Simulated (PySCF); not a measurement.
**CdP+: from the state search to spectroscopic constants**

An exercise on one series of results from a longer session: the logs are not shown, and one member is left open.

Method: Cd def2-SVP with ECP28, P def2-SVP, scalar-relativistic core potentials; program: PySCF 2.14.0.

The first run:

A driver script around PySCF takes these settings:

```
atoms                         : Cd, P
charge                        : 1
basis                         : Cd def2-SVP with ECP28, P def2-SVP
Hamiltonian                   : scalar-relativistic core potentials
basis functions               : 49
electrons treated             : 34
masses in u                   : 113.9034, 30.9738
levels                        : PBE0, PBE, r²SCAN, TPSSh, M06, LDA, HSE06, HF, MP2, SCS-MP2, CCSD, CCSD(T)
grid                          : 80 radial by 434 angular points
occupations                   : held fixed by the projection of orbital angular momentum
dissociation limit            : Cd+ + P, each in its ground configuration
starting distance in angstrom : 2.565
values of 2S to try           : 0, 2, 4
```

On the command line:

```console
> OMP_NUM_THREADS=1 python dia.py task.json out
```

Among the steps run: Set-up; First curve: PBE0; Excited determinants; PBE; r²SCAN (meta-GGA); TPSSh; M06; LDA (local density); HSE06 (range-separated hybrid); ROHF (mean field); MP2 and coupled cluster.

One table of the session follows, with a row left open; its other results are not shown here.

Differences from CCSD(T) in the same basis:

| level | Re (mÅ) | ωe (%) |
| --- | --- | --- |
| ROHF | -3 | +8.4 |
| ROHF-MP2 | -53 | +10.8 |
| ROHF-SCS-MP2 | -30 | +7.0 |
| ROHF-CCSD | -5 | +1.6 |
| LDA | -103 | +10.9 |
| PBE | -37 | +1.8 |
| r²SCAN | -61 | +6.2 |
| TPSSh | ? | ? |
| PBE0 | -48 | +5.7 |
| M06 | -34 | +3.1 |
| HSE06 | -44 | +5.0 |

Estimate the missing values for TPSSh.

**Answer.** Re (mÅ): -43; ωe (%): +4.7. In the column «Re (mÅ)» it lies between HSE06 (-44) and PBE (-37).

CCSD(T) in a basis this small is itself some way from its limit, more so than the functionals.
